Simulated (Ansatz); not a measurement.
**Be₂H (doublet): wave-function methods side by side at distance Be1–H3 = 1.449 Å, cc-pVDZ**

Aim: climb from Hartree-Fock through coupled cluster and multireference methods for Be₂H (doublet) at one geometry and basis, and see what each rung misses.

Program: Ansatz 0.2.0, Gaussian basis. Level of theory: cc-pVDZ, core rule «outside noble gas», up to 2 orbitals frozen. These are calculated values, not measurements.

Plan: UHF; CCSD(T) on ROHF; CCSD(T) on UHF; BCCD(T) on ROHF; CISD as a restricted active space (open shells left free, so some higher excitations enter); CCSDT(Q) on ROHF; CCSDT(Q) on UHF; CASSCF and MRCISD+Q, 3 electrons in 3 orbitals; CASSCF and NEVPT2, 3 electrons in 3 orbitals; CASSCF and MRCISD+Q, 5 electrons in 9 orbitals; CASSCF and NEVPT4(SD), 5 electrons in 9 orbitals; CASSCF and NEVPT2, 5 electrons in 9 orbitals; Full CI.

16 further runs of the same task are left out: 3 for a known fault of the program, 10 that didn't finish, 3 set aside as unsound or not needed. Runs told in other sessions of the task aren't counted.

## 1. The system

The geometry derives from a PBE0/def2-TZVP stationary point (not a proven minimum). One bond is set to the value named and the two fragments are kept rigid.

3 atoms, charge 0, spin multiplicity 2.

Atoms are counted from 1 here; the program's logs count them from 0.

Bond lengths: Be1–H3 1.449 Å.

## 2. UHF

Contents of in.yaml:

```yaml
crystal:
  periodic: [false, false, false]
  atoms:
    - {symbol: Be, position_ang: [0.000000, 0.000000, 0.233096]}
    - {symbol: Be, position_ang: [0.000000, 0.000000, -1.915193]}
    - {symbol: H, position_ang: [0.000000, 0.000000, 1.682096]}
basis:
  gaussian: {orbitals: cc-pVDZ}
magnetization: {spin_polarized: true, initial_magnetization: 1}
hamiltonian: {xc: hf}
output: {orbitals: {seedname: orbitals}}
```

On the command line:

```
$ ansatz run in.yaml --threads 1 --pin off --events-out ev --progress --plain --max-ram 2393MiB
```

Further steps of the session: CCSD(T) on ROHF; CCSD(T) on UHF; BCCD(T) on ROHF; CISD as a restricted active space (open shells left free, so some higher excitations enter); CCSDT(Q) on ROHF; CCSDT(Q) on UHF; CASSCF and MRCISD+Q, 3 electrons in 3 orbitals; CASSCF and NEVPT2, 3 electrons in 3 orbitals; CASSCF and MRCISD+Q, 5 electrons in 9 orbitals; CASSCF and NEVPT4(SD), 5 electrons in 9 orbitals; CASSCF and NEVPT2, 5 electrons in 9 orbitals; Full CI.

Q: Predict the results of all the runs planned. Wanted: FCI from the RHF energy; RMP2 from FCI; UMP2 from FCI; RCCSD from FCI; RCCSD(T) from FCI; UCCSD(T) from FCI; RCCSDT(Q) from FCI; UCCSDT(Q) from FCI; NEVPT2 pair from FCI.

The runs gave:

| quantity | value |
| --- | --- |
| FCI from the ROHF energy | -2.2367 eV |
| RMP2 from FCI | +16.12 kcal/mol |
| UMP2 from FCI | +15.91 kcal/mol |
| RCCSD from FCI | +1.38 kcal/mol |
| RCCSD(T) from FCI | +0.44 kcal/mol |
| UCCSD(T) from FCI | +0.42 kcal/mol |
| RCCSDT(Q) from FCI | +0.02 kcal/mol |
| UCCSDT(Q) from FCI | +0.01 kcal/mol |
| NEVPT2 pair from FCI | +16.20 kcal/mol |
| MRCISD+Q pair from FCI | -0.60 kcal/mol |
| NEVPT2 valence from FCI | +7.53 kcal/mol |
| levels within 1 kcal/mol (43 meV) | RCCSD(T), UCCSD(T), BCCD(T), RCCSDT, UCCSDT, RCCSDT(Q), UCCSDT(Q), MRCISD+Q pair, MRCISD valence, MRCISD+Q valence |
| T1 diagnostic | 0.027 |
| effectively unpaired electrons | 1.07 |

RCCSD(T) misses by +0.44 kcal/mol, 0.9 % of the correlation energy. MRCISD+Q pair falls below full CI: the +Q correction isn't variational, and the cores differ from full CI's. One determinant dominates. Of the multireference levels listed MRCISD+Q valence comes nearest in total energy (+0.22 kcal/mol), which doesn't show that its space is the better one. These misses are within one basis, not against nature; the frozen cores of restricted and unrestricted runs differ, which can shift their rows.

Levels on UHF freeze UHF's core orbitals, full CI those of ROHF, so the U rows can settle a little off it for that reason alone.

With open shells the CI space here admits some higher excitations, so it is larger than plain CISD.
